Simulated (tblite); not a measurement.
# H10O3SSi4: the cost of one run

The runs use tblite 0.8.0 and PySCF 2.14.0, with density-fitted response routines of our own; the level of theory stands in each step. All values are computed, except where a source is named. Atoms count from 0, in the outputs and in this text.

**1. The starting structure**

18 atoms, charge 0, multiplicity 1; geometry from: force field or distance geometry start.

Bonds of the start (Å): Si0–O1 1.64, O1–Si2 1.66, Si2–O3 1.65, O3–Si4 1.65, Si2–O5 1.64, O5–Si6 1.65, Si6–S7 2.14, Si0–H8 1.49, Si0–H9 1.49, Si0–H10 1.48, Si2–H11 1.48, Si4–H12 1.49, Si4–H13 1.47, Si4–H14 1.48, Si6–H15 1.47, Si6–H16 1.49, S7–H17 1.34.

**2. Relaxing the molecule with GFN2-xTB**

The job: settings as JSON, then the geometry in Å.

```
{"job": {"kind": "relax", "xc": "GFN2-xTB", "basis": "xTB"}, "charge": 0, "multiplicity": 1}
Si    -2.069500     2.155800     0.532400
O     -1.462500     0.839500    -0.243500
Si    -0.229700    -0.257100    -0.025000
O     -0.340300    -1.436100    -1.172000
Si    -1.379300    -2.653100    -1.591500
O      1.216500     0.500900    -0.131700
Si     2.815700     0.114400     0.022800
S      3.937800     1.937300     0.025100
H     -2.479800     1.782400     1.911100
H     -3.270800     2.644900    -0.203000
H     -1.062800     3.232600     0.591300
H     -0.366900    -0.868700     1.313700
H     -2.698000    -2.080200    -1.969100
H     -1.550100    -3.584300    -0.461600
H     -0.814200    -3.388100    -2.746500
H      3.250500    -0.718400    -1.106600
H      3.047200    -0.597100     1.308900
H      3.447400     2.381800    -1.142400
```

On the command line:

```sh
OMP_NUM_THREADS=1 python probes_run.py task.json out
```

The driver reads the jobs from task.json and runs them one after another.

**Question.** How long does this first job take on 1 thread of Arm Neoverse N1, shared host, and how much memory does it need?

About 4.2 s, with a peak of 0.18 GiB.
